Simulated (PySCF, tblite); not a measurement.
# C7H11NP+: geometry, infrared bands and NMR shifts

Wanted: the infrared bands and NMR shifts of C7H11NP+ (`Cc1ccc([PH2+]N)cc1`), by calculation.

Programs: tblite 0.8.0 and PySCF 2.14.0, with density-fitted response routines of our own. Each step states its level of theory. These are calculated values for one molecule in the gas phase, unless marked as measured. Atoms are numbered from 0 throughout.

### 1 The starting structure

20 atoms, charge 1, multiplicity 1; geometry from: force field or distance geometry start.

Bonds of the start (Å): C0–C1 1.51, C1–C2 1.36, C2–C3 1.40, C3–C4 1.39, C4–P5 1.79, P5–N6 1.73, C4–C7 1.40, C7–C8 1.37, C8–C1 1.38, C0–H9 1.10, C0–H10 1.10, C0–H11 1.10, C2–H12 1.08, C3–H13 1.08, P5–H14 1.40, P5–H15 1.39, N6–H16 1.04, N6–H17 1.04, C7–H18 1.10, C8–H19 1.09.

### 2 Optimising the geometry with GFN2-xTB

Job settings and geometry (Å):

```
{"job": {"kind": "relax", "xc": "GFN2-xTB", "basis": "xTB"}, "charge": 1, "multiplicity": 1}
C      3.275900     0.104000     0.518400
C      1.802500     0.009000     0.207700
C      1.415100     0.511000    -1.000600
C      0.054500     0.434000    -1.305900
C     -0.858300    -0.135400    -0.429300
P     -2.605300    -0.255300    -0.802800
N     -3.608700     0.276000     0.496700
C     -0.379400    -0.626500     0.787200
C      0.950900    -0.570500     1.121600
H      3.593900    -0.702000     1.196900
H      3.841900     0.095700    -0.429700
H      3.428800     1.081800     1.006900
H      2.107000     0.966800    -1.696300
H     -0.313900     0.813800    -2.253100
H     -2.936700    -1.588200    -1.069600
H     -2.837600     0.543500    -1.917500
H     -3.706700     1.303600     0.580900
H     -3.428100    -0.207500     1.403800
H     -1.089000    -1.080900     1.496700
H      1.287900    -0.962200     2.085000
```

Started as:

```bash
$ OMP_NUM_THREADS=1 python probes_run.py task.json out
```

This one command runs all jobs of the session in turn.

**Question.** This job is followed by: GFN2-xTB harmonic vibrations, gas phase; GIAO PBE0/pcSseg-1 NMR shielding, non-relativistic, gas phase. What will the session give for the following? strongest single infrared mode (GFN2-xTB); zero-point energy (GFN2-xTB); 13C shifts against TMS (PBE0/pcSseg-1, means over atoms taken as alike); 1H shifts against TMS (PBE0/pcSseg-1, means over atoms taken as alike); 31P shifts against H3PO4 (PBE0/pcSseg-1); 15N shifts against NH3 (PBE0/pcSseg-1).

**Answer**, as computed:

| quantity | value |
| --- | --- |
| strongest single infrared mode (GFN2-xTB) | 522 cm⁻¹, 301 km/mol |
| zero-point energy (GFN2-xTB) | 99.2 kcal/mol |
| 13C shifts against TMS (PBE0/pcSseg-1, means over atoms taken as alike) | 164.1, 139.4, 137.0, 114.4, 25.4 ppm |
| 1H shifts against TMS (PBE0/pcSseg-1, means over atoms taken as alike) | 8.19, 7.84, 7.34, 2.96, 2.89 ppm |
| 31P shifts against H3PO4 (PBE0/pcSseg-1) | -24.3 ppm |
| 15N shifts against NH3 (PBE0/pcSseg-1) | 24.2 ppm |

In words: Relaxing lowered the energy by 0.382 eV in 58 steps; the close pair that moved most is P5–N6, from 1.726 to 1.640 Å. The lowest mode is slightly imaginary (19i cm⁻¹), a soft motion within the noise of the Hessian, so the minimum is not strictly shown. The strongest single mode, at 522 cm⁻¹, is spread over several atoms, H16, N6, H17 among them. Unscaled tight-binding wavenumbers are off by several per cent, some by more. Its intensities can rank the bands wrongly. At PBE0/pcSseg-1: The widest tensor belongs to C1: span 257 ppm, with a paramagnetic part of -242 ppm. NICS(1)zz of -27 ppm above the planar ring from C1 marks a diatropic (aromatic) ring current.
